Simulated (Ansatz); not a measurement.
# CH5In: how energies converge with the basis set

Aim: see how fast density functionals converge with the basis set for CH5In.

The runs use Ansatz 0.2.0, Gaussian basis; one geometry, several basis sets.

The runs, in order: PBE0-D4/def2-SVP; ωB97M-V/def2-SVP; PBE0-D4/def2-QZVPP; ωB97M-V/def2-QZVPP; the functionals' def2-TZVPP values are taken from earlier runs.

## 1. The geometry

An earlier PBE0-D4 in a triple-zeta def2 set relaxation fixed the geometry. In takes the def2 core potential; no spin-orbit term is included.

SMILES `[CH3][InH2]`, 7 atoms, charge 0, spin multiplicity 1.

Atoms are counted from 1 here; the program's logs count them from 0.

Bond lengths: C1–In2 2.153 Å, C1–H3 1.090 Å, C1–H4 1.093 Å, C1–H5 1.091 Å, In2–H6 1.730 Å, In2–H7 1.731 Å. Angles: In2–C1–H3 111.6°, In2–C1–H4 109.1°, In2–C1–H5 110.7°, H3–C1–H4 108.3°, H3–C1–H5 109.4°, H4–C1–H5 107.6°, C1–In2–H6 120.8°, C1–In2–H7 120.0°, H6–In2–H7 119.3°.

## 2. PBE0-D4 in def2-SVP

Input file in.yaml:

```yaml
crystal:
  periodic: [false, false, false]
  atoms:
    - {symbol: C, position_ang: [-0.528509, -0.700605, -0.498646]}
    - {symbol: In, position_ang: [0.594323, 0.783777, 0.583979]}
    - {symbol: H, position_ang: [-1.415557, -1.012395, 0.052481]}
    - {symbol: H, position_ang: [-0.848333, -0.279993, -1.455857]}
    - {symbol: H, position_ang: [0.091188, -1.573000, -0.711992]}
    - {symbol: H, position_ang: [-0.133531, 1.676965, 1.874912]}
    - {symbol: H, position_ang: [2.240419, 1.105250, 0.155123]}
basis:
  gaussian: {orbitals: def2-SVP}
hamiltonian: {xc: pbe0, dispersion: d4}
output: {orbitals: {seedname: orbitals}}
```

On the command line:

```console
ansatz run in.yaml --threads 2 --pin off --events-out ev --progress --plain --max-ram 32768MiB --backend cpu
```

After this run come: ωB97M-V in def2-SVP; PBE0-D4 in def2-QZVPP; ωB97M-V in def2-QZVPP.

Q: Predict the results of all the runs planned. Wanted: PBE0-D4: double and triple zeta above quadruple; ωB97M-V: double and triple zeta above quadruple.

As calculated:

| quantity | value |
| --- | --- |
| PBE0-D4: double and triple zeta above quadruple | 1.64, 0.12 eV |
| ωB97M-V: double and triple zeta above quadruple | 1.78, 0.12 eV |

What this shows: For PBE0-D4 the step from double to triple zeta gains 1.52 eV and the next only 0.12 eV. Total energies overstate the basis error of differences, where much of it tends to cancel.
